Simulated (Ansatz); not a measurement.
# Ta4Co7Si3W2: the cost of one run

Method: DFT PBE, scalar-relativistic, plane waves, PAW, in Ansatz 0.2.0.

### 1 The structure to begin with

The cell holds 16 atoms (Co7Si3Ta4W2): a = 5.854 Å, b = 6.048 Å, c = 6.315 Å, α = 88.37°, β = 91.36°, γ = 90.30°.

It is the last frame of an earlier stage of the same melt, run at 1380 K.

Coordinates:

```
Co Ta Si W
1.0
     5.85366   -0.01501   -0.07213
    -0.01501    6.04779    0.08764
    -0.07213    0.08764    6.31424
Co Ta Si W
7 4 3 2
Direct
  0.50662 0.67499 0.56696
  0.38752 0.56358 0.99804
  0.36167 0.98682 0.86330
  0.60539 0.06910 0.53224
  0.00575 0.16547 0.69977
  0.69481 0.38461 0.81522
  0.85132 0.91292 0.34269
  0.81905 0.50353 0.39724
  0.76762 0.85908 0.90238
  0.57406 0.18474 0.11429
  0.31311 0.35534 0.44018
  0.19936 0.93884 0.52078
  0.49930 0.79569 0.23205
  0.09888 0.74618 0.11215
  0.09411 0.21007 0.06967
  0.04549 0.57995 0.75017
```

### 2 Stage at 300 K

One k point, a Fermi-Dirac width of 0.050 eV and a fixed cell.

Input file input.yaml:

```yaml
crystal:
  lattice:
    - [5.85366, -0.015007, -0.072126]
    - [-0.015007, 6.047794, 0.087636]
    - [-0.072126, 0.087636, 6.314237]
  atoms:
    - { symbol: Co, position: [0.5066223521, 0.6749904828, 0.5669597782] }
    - { symbol: Co, position: [0.3875221357, 0.563584564, 0.9980379569] }
    - { symbol: Co, position: [0.3616701523, 0.9868237379, 0.8633045023] }
    - { symbol: Co, position: [0.6053939839, 0.0690952876, 0.5322414302] }
    - { symbol: Co, position: [0.0057549048, 0.165471745, 0.6997668622] }
    - { symbol: Co, position: [0.6948070588, 0.384614226, 0.8152198168] }
    - { symbol: Co, position: [0.8513158559, 0.9129179132, 0.3426895693] }
    - { symbol: Ta, position: [0.8190511492, 0.5035329789, 0.3972427217] }
    - { symbol: Ta, position: [0.7676232474, 0.859077299, 0.9023838009] }
    - { symbol: Ta, position: [0.5740563911, 0.1847419047, 0.1142922736] }
    - { symbol: Ta, position: [0.3131051722, 0.3553438341, 0.4401835841] }
    - { symbol: Si, position: [0.1993553518, 0.9388437814, 0.5207831826] }
    - { symbol: Si, position: [0.4992990779, 0.7956949694, 0.2320542129] }
    - { symbol: Si, position: [0.0988847642, 0.7461751808, 0.1121476808] }
    - { symbol: W, position: [0.0941110223, 0.2100703458, 0.0696710298] }
    - { symbol: W, position: [0.0454935583, 0.5799501327, 0.7501662787] }
  symmetry: { detect: false }
basis:
  ecutwfc: 420
  xc_grid: 1
kpoints:
  mp_grid: { grid: [1, 1, 1], shift: [0.25, 0.25, 0.25] }
hamiltonian:
  xc: pbe
scf:
  occupations: { method: fermi_dirac, width: 0.05 }
  lower_state_search: "off"
  convergence: { dr2_threshold: 1.0e-05 }
output:
  forces: true
  stress: true
md:
  timestep: 3.0
  n_steps: 227
  ensemble: nvt_langevin
  friction: 0.03
  temperature: 300.0
  initial_velocities: maxwell_boltzmann
  seed: 60237
```

Launch:

```console
ansatz run input.yaml --threads 2 --pin off --max-ram 5120MiB --backend cpu --events-out ev --progress --plain --runs-dir out
```

**Question.** How long does this run take on 2 threads of Intel Xeon Platinum 8259CL at 2.50GHz (Skylake/Cascade Lake), shared host, and how much memory does it need?

About 5.3 min, with a peak of 0.62 GiB.
